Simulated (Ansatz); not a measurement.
Crystal: KFeAs2.

```
As Fe K
1.0
    -1.98037    1.98037    6.38302
     1.98037   -1.98037    6.38302
     1.98037    1.98037   -6.38302
As Fe K
2 1 1
Direct
  0.33074 0.33074 0.00000
  0.66926 0.66926 0.00000
  0.25000 0.75000 0.50000
  0.00000 0.00000 0.00000
```

The cell comes from a database or a generator and needn't be the stable form of this composition.

Base run:

| Property | Result |
| --- | --- |
| Program | Ansatz 0.2.0 |
| Functional | PBE |
| Potentials or basis | Ansatz PAW |
| Cutoff | 420 eV |
| Density cutoff | 1680 eV |
| k mesh | 9 × 9 × 9 |
| Occupations | fermi-dirac, width 0.05 eV |
| Spin | collinear spin, ferromagnetic start |
| Starting moments | [0.0, 0.0, 3.0, 0.0] μB |

Its results: band gap on the k mesh none (metal or under the smearing width); pressure 0.2 GPa; net moment 0.61 μB per cell; site moments As -0.02; Fe +0.62; K -0.00 μB; largest force 0.067 eV/Å.

Task: The run is repeated on the same cell with these changes: functional from PBE to RPBE; occupations from fermi-dirac, width 0.05 eV to gaussian, width 0.02 eV. What comes out?

Result: Band gap on the k mesh none (metal or under the smearing width); pressure 2.1 GPa; net moment 0.71 μB per cell; site moments As -0.01; Fe +0.67; K -0.00 μB; largest force 0.164 eV/Å.

Caveats: a cell with one magnetic atom can't hold antiferromagnetic order, which such compounds often take; the potentials were made for another functional, which shifts forces and pressure (some runs); the PAW data sets come from PBE, with cores solved anew for the run's functional, which leaves a small shift of forces and pressure (some runs).

Not every run made on this cell is shown here.
